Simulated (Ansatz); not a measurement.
**SiN2H4ClF (SMILES N[Si](N)(F)Cl) at revPBE/6-31G(d) (spherical functions)**

What is the vertical singlet–triplet gap of SiN2H4ClF at revPBE/6-31G* (spherical functions)? 

Program for the calculation: Ansatz 0.2.0.

117 further runs of the same task are left out: 117 set aside as unsound or not needed.

### 1 The molecule

SiN2H4ClF: 9 atoms, total charge 0, spin state singlet. SMILES: `N[Si](N)(F)Cl`. The coordinates come from a PBE0-D4/def2-TZVP relaxation. This is one conformer, not always the lowest.

Bond lengths: N1–Si2 1.688 Å, Si2–N3 1.684 Å, Si2–F4 1.593 Å, Si2–Cl5 2.053 Å, N1–H6 1.006 Å, N1–H7 1.007 Å, N3–H8 1.006 Å, N3–H9 1.005 Å. Some angles: N1–Si2–N3 109.6°, N1–Si2–F4 104.5°, N1–Si2–Cl5 117.1°, N3–Si2–F4 116.4°, N3–Si2–Cl5 105.5°, F4–Si2–Cl5 104.2°, Si2–N1–H6 120.4°, Si2–N1–H7 120.4°, Si2–N3–H8 121.2°, Si2–N3–H9 121.8°.

### 2 A single-point energy at revPBE/6-31G(d) (spherical functions)

molecule.yaml reads:

```yaml
crystal:
  periodic: [false, false, false]
  atoms:
    - {symbol: N, position_ang: [-1.103400, 0.512600, -0.802400]}
    - {symbol: Si, position_ang: [0.413700, -0.007900, -0.276100]}
    - {symbol: N, position_ang: [0.278200, -0.677900, 1.262900]}
    - {symbol: F, position_ang: [0.921700, -0.982300, -1.429200]}
    - {symbol: Cl, position_ang: [1.890300, 1.411100, -0.127000]}
    - {symbol: H, position_ang: [-1.655800, 1.131700, -0.233100]}
    - {symbol: H, position_ang: [-1.287400, 0.634500, -1.784500]}
    - {symbol: H, position_ang: [-0.423900, -1.367700, 1.471900]}
    - {symbol: H, position_ang: [1.055000, -0.700400, 1.900500]}
basis:
  gaussian:
    orbitals: 6-31G_st_-spherical.json
hamiltonian:
  xc: {name: revPBE}
accuracy: high
output: {orbitals: {seedname: orbitals}}
```

The basis set 6-31G* is read from a file made from the Basis Set Exchange's data (not shown).

Started as:

```bash
$ ansatz run molecule.yaml --threads 1 --pin off --max-ram 2610MiB --events-out events.jsonl --progress --plain --runs-dir runs
```

The program printed:

```text
Warning: RAYON_NUM_THREADS=1 ignored (pool sized by the plan → 1); use --threads N
Functional definition: revPBE
  name "revPBE"
  parameter kappa = 1.245
  parameter beta = 0.06672455060314922
  exchange = pbe_x(kappa = kappa, mu = beta*pi^2/3)
  correlation = pbe_c(beta = beta)
1945 factors; integrals over basis functions are off by at most 3.6e-9 eV
mean field evaluation 1: about -26146.1172 eV, gradient 8.4e1 eV
mean field evaluation 2: about -26115.5222 eV, gradient 1.4e2 eV
mean field evaluation 4: about -26159.6208 eV, gradient 9.2e0 eV
mean field evaluation 8: about -26159.7536 eV, gradient 4.4e-1 eV
mean field evaluation 16: about -26159.7540 eV, gradient 3.8e-5 eV
mean field -26159.75403791 eV, -961.3532291749 hartree, gradient 9.3e-8 eV, S^2 0.000000; 0 other end points of the search recorded, 0 dependent functions left out
reference -26159.75404204 eV, -961.3532293269 hartree; 29, 29 occupied and 57, 57 virtual orbitals, 1945 factors
Total energy: -26159.75404204 eV, -961.3532293269 hartree
```

Wall time 8.1 s (1 thread of Arm Neoverse V2, shared host); peak memory 0.22 GiB.

### 3 The triplet, same level

Changes to molecule.yaml since step 2:

```diff
@@ -3,3 +3,3 @@
   atoms:
-    - {symbol: N, position_ang: [-1.103400, 0.512600, -0.802400]}
+    - {symbol: "N", position_ang: [-1.103400, 0.512600, -0.802400]}
     - {symbol: Si, position_ang: [0.413700, -0.007900, -0.276100]}
@@ -13,6 +13,5 @@
 basis:
-  gaussian:
-    orbitals: 6-31G_st_-spherical.json
-hamiltonian:
-  xc: {name: revPBE}
+  gaussian: {orbitals: 6-31G_st_-spherical.json}
+magnetization: {spin_polarized: true, initial_magnetization: 2}
+hamiltonian: {xc: {name: revPBE}}
 accuracy: high
```

The basis set 6-31G* is read from a file made from the Basis Set Exchange's data (not shown).

Started as:

```bash
$ ansatz run molecule.yaml --threads 1 --pin off --max-ram 2610MiB --events-out events.jsonl --progress --plain --runs-dir runs
```

The program printed, cut to the lines that bear on the results:

```text
Warning: RAYON_NUM_THREADS=1 ignored (pool sized by the plan → 1); use --threads N
[... 6 set-up lines as earlier in the session ...]
1944 factors; integrals over basis functions are off by at most 3.7e-9 eV
mean field evaluation 1: about -26133.3559 eV, gradient 6.5e1 eV
mean field evaluation 2: about -26054.0930 eV, gradient 1.3e2 eV
mean field evaluation 4: about -26140.7530 eV, gradient 4.4e1 eV
mean field evaluation 8: about -26152.5303 eV, gradient 7.6e0 eV
mean field evaluation 16: about -26152.9521 eV, gradient 1.1e-2 eV
mean field evaluation 32: about -26151.0211 eV, gradient 7.5e0 eV
mean field evaluation 64: about -26151.8531 eV, gradient 2.0e0 eV
mean field -26152.95213765 eV, -961.1032639509 hartree, gradient 2.4e-8 eV, S^2 2.001920; 6 other end points of the search recorded, 0 dependent functions left out
reference -26152.95214208 eV, -961.1032641138 hartree; 30, 28 occupied and 56, 58 virtual orbitals, 1944 factors
Total energy: -26152.95214208 eV, -961.1032641138 hartree
```

Wall time 38 s (1 thread of Arm Neoverse V2, shared host); peak memory 0.31 GiB.

### 4 Summary of results

Level: revPBE/6-31G* (spherical functions).

```
                                        quantity          value
                           singlet: total energy  -961.35323 Eh
                            singlet: HOMO energy       -6.20 eV
                            singlet: LUMO energy        0.68 eV
                          singlet: HOMO–LUMO gap        6.88 eV
                           triplet: total energy  -961.10326 Eh
     triplet: HOMO energy (highest over α and β)       -0.15 eV
                                   triplet: ⟨S²⟩          2.002
vertical energy of the triplet above the singlet       6.802 eV
```

What this shows: At this shape the triplet lies 6.80 eV (157 kcal/mol) above the singlet.
